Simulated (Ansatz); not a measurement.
# Fe3Co: the cost of one run

Computed with Ansatz 0.2.0 (DFT PBEsol, scalar-relativistic, plane waves, PAW).

2 further runs of the same task are left out: 1 that didn't finish, 1 set aside as unsound or not needed.

**1. Starting point**

Symmetry: P4/mmm, No. 123, tetragonal system. Conventional cell: a = 4.034 Å, b = 4.034 Å, c = 2.836 Å, α = 90.00°, β = 90.00°, γ = 90.00°. Fe (site symmetry 4/mmm) is surrounded by 8 Fe at 2.47 Å. Around Fe (site symmetry mmm) lie 4 Fe at 2.47 Å and 4 Co at 2.47 Å. Around Co (site symmetry 4/mmm) lie 8 Fe at 2.47 Å.

Coordinates:

```
CELL_PARAMETERS angstrom
4.03373 0.00000 0.00000
0.00000 4.03373 0.00000
0.00000 0.00000 2.83580
ATOMIC_POSITIONS crystal
Fe 0.50000 0.50000 0.00000
Fe 0.50000 0.00000 0.50000
Fe 0.00000 0.50000 0.50000
Co 0.00000 0.00000 0.00000
```

It goes back to an entry of the Materials Project, which need not be the stable form.

This cell was relaxed beforehand with the same method: volume 11.54 Å³/atom, gap on the mesh none (metal), site moments up to 2.6 μB.

**2. The cell under PBEsol**

input.yaml reads:

```yaml
crystal:
  lattice:
    - [4.0337264778, 0.0, 0.0]
    - [0.0, 4.0337264778, 0.0]
    - [0.0, 0.0, 2.8357950674]
  atoms:
    - { symbol: Fe, position: [0.5, 0.5, 0.0], spin: 2.63 }
    - { symbol: Fe, position: [0.5, 0.0, 0.5], spin: 2.9 }
    - { symbol: Fe, position: [0.0, 0.5, 0.5], spin: 2.9 }
    - { symbol: Co, position: [0.0, 0.0, 0.0], spin: 2.0 }
basis:
  ecutwfc: 420
kpoints:
  mp_grid: { grid: [10, 10, 14] }
hamiltonian:
  xc: pbesol
scf:
  occupations: { method: gaussian, width: 0.1 }
output:
  forces: true
  stress: true
  eigenvalues: true
  populations: true
magnetization:
  spin_polarized: true
relax:
  adjacent_minimum: "off"
  f_tol: 0.005
  max_steps: 50
  cell: { stress_tol: 0.05 }
```

On the command line:

```sh
ansatz run input.yaml --threads 1 --pin off --max-ram 2560MiB --backend cpu --events-out ev --progress --plain --runs-dir out
```

What time and memory should one allow on 1 thread of AMD EPYC (Zen 3), shared host?

About 7.4 min, with a peak of 0.82 GiB.
